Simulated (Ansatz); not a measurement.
# CH₆GeS₂: how energies converge with the basis set

An exercise on one series of results from a longer session: the logs are not shown, and one member is left open.

Program: Ansatz 0.2.0, Gaussian basis. Level of theory: one geometry, several basis sets. These are calculated values, not measurements.

Plan: PBE0-D4/def2-SVP; ωB97M-V/def2-SVP; PBE0-D4/def2-QZVPP; ωB97M-V/def2-QZVPP; the functionals' def2-TZVPP values are taken from earlier runs.

## The geometry

An earlier PBE0-D4 in a triple-zeta def2 set relaxation fixed the geometry.

10 atoms, charge 0, spin multiplicity 1.

Atoms are counted from 1 here; the program's logs count them from 0.

Bond lengths: C1–S2 1.801 Å, C1–H5 1.089 Å, C1–H6 1.093 Å, C1–H7 1.090 Å, S2–S3 2.052 Å, S3–Ge4 2.233 Å, Ge4–H8 1.538 Å, Ge4–H9 1.534 Å, Ge4–H10 1.537 Å. Angles: S2–C1–H5 110.8°, S2–C1–H6 106.0°, S2–C1–H7 111.1°, H5–C1–H6 109.4°, H5–C1–H7 110.3°, H6–C1–H7 109.2°, C1–S2–S3 102.3°, S2–S3–Ge4 99.0°, S3–Ge4–H8 106.8°, S3–Ge4–H9 109.2°, S3–Ge4–H10 108.8°, H8–Ge4–H9 111.1°, H8–Ge4–H10 110.6°, H9–Ge4–H10 110.3°.

Coordinates:

```xyz
10

C    -0.3532    1.5307   -1.1765
S     0.4823    1.5200    0.4188
S     1.6499   -0.1620    0.2884
Ge    0.2051   -1.6544    1.1074
H     0.3689    1.5895   -1.9900
H    -0.9799    2.4257   -1.1823
H    -0.9853    0.6506   -1.2943
H     0.8827   -3.0309    1.0036
H    -0.1104   -1.3015    2.5666
H    -1.0772   -1.6187    0.2613
```

The first run:

File in.yaml:

```yaml
crystal:
  periodic: [false, false, false]
  atoms:
    - {symbol: C, position_ang: [-0.353156, 1.530653, -1.176463]}
    - {symbol: S, position_ang: [0.482276, 1.519977, 0.418773]}
    - {symbol: S, position_ang: [1.649938, -0.161993, 0.288442]}
    - {symbol: Ge, position_ang: [0.205122, -1.654352, 1.107373]}
    - {symbol: H, position_ang: [0.368930, 1.589502, -1.989955]}
    - {symbol: H, position_ang: [-0.979864, 2.425737, -1.182349]}
    - {symbol: H, position_ang: [-0.985275, 0.650555, -1.294273]}
    - {symbol: H, position_ang: [0.882683, -3.030931, 1.003618]}
    - {symbol: H, position_ang: [-0.110352, -1.301510, 2.566575]}
    - {symbol: H, position_ang: [-1.077202, -1.618739, 0.261261]}
basis:
  gaussian: {orbitals: def2-SVP}
hamiltonian: {xc: pbe0, dispersion: d4}
output: {orbitals: {seedname: orbitals}}
```

Among the steps run: PBE0-D4 in def2-SVP; ωB97M-V in def2-SVP; PBE0-D4 in def2-QZVPP; ωB97M-V in def2-QZVPP.

One table of the session follows, with a row left open; its other results are not shown here.

It belongs to the step «Functionals by basis». 

| functional | basis | HOMO (eV) |
| --- | --- | --- |
| PBE0-D4 | def2-SVP | -6.63 |
| PBE0-D4 | def2-TZVPP | -6.67 |
| PBE0-D4 | def2-QZVPP | -6.69 |
| ωB97M-V | def2-SVP | -8.71 |
| ωB97M-V | def2-TZVPP | -8.78 |
| ωB97M-V | def2-QZVPP | ? |

**Question.** Estimate the row for ωB97M-V, def2-QZVPP.

As computed: HOMO (eV): -8.81. In the column «HOMO (eV)» it is the lowest.
